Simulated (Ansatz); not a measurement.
## FeAu under changes of volume

One of the cells (15.429 Å³/atom); the others are scaled copies at fixed shape and fractional positions:

```
Au Fe
1.0
     1.41175    0.81507    4.46945
    -1.41175    0.81507    4.46945
     0.00000   -1.63015    4.46945
Au Fe
1 1
Direct
  0.00000 0.00000 0.00000
  0.50000 0.50000 0.50000
```

The cell comes from a database or a generator and needn't be the stable form of this composition.

* Program: Ansatz 0.2.0
* Functional: PBE
* Potentials or basis: Ansatz PAW
* Cutoff: 420 eV (not typed: the program's choice for these potentials)
* k mesh: 11 × 11 × 11
* Occupations: fermi-dirac, width 0.05 eV
* Spin: collinear spin, ferromagnetic start
* Starting moments: [0.0, 3.0] μB

| volume (Å³/atom) | energy over the lowest point (meV/atom) | pressure (GPa) | moment (μB per cell) |
| --- | --- | --- | --- |
| 14.503 | 22.05 | 9.3 | 2.84 |
| 14.812 | ? | ? | ? |
| 15.120 | 0.89 | 2.0 | 2.89 |
| 15.429 | 0.00 | -1.0 | 2.91 |
| 15.737 | 4.52 | -3.7 | 2.93 |
| 16.046 | 13.83 | -6.0 | 2.95 |
| 16.354 | 27.47 | -8.1 | 2.97 |

Q: What does the run at 14.812 Å³/atom give?

A: Energy over the lowest point 7.95 meV/atom; pressure 5.4 GPa; moment 2.86 μB per cell.

Worked out: A Birch-Murnaghan fit of order 3 (a polynomial in V^(-2/3)) to the other rows has its minimum at 15.32 Å³/atom with B0 = V·E''(V) = 146 GPa and B' = 5.1 at fixed shape and positions, which overstates the stiffness. It gives 7.98 meV/atom at 14.812 Å³/atom, against the run's 7.95, and -dE/dV = 5.4 GPa, against 5.4. A straight line through the other rows of the moment, of slope 0.0695 μB per Å³/atom, gives 2.87 μB, against the run's 2.86.

Energies are extrapolated to zero smearing.
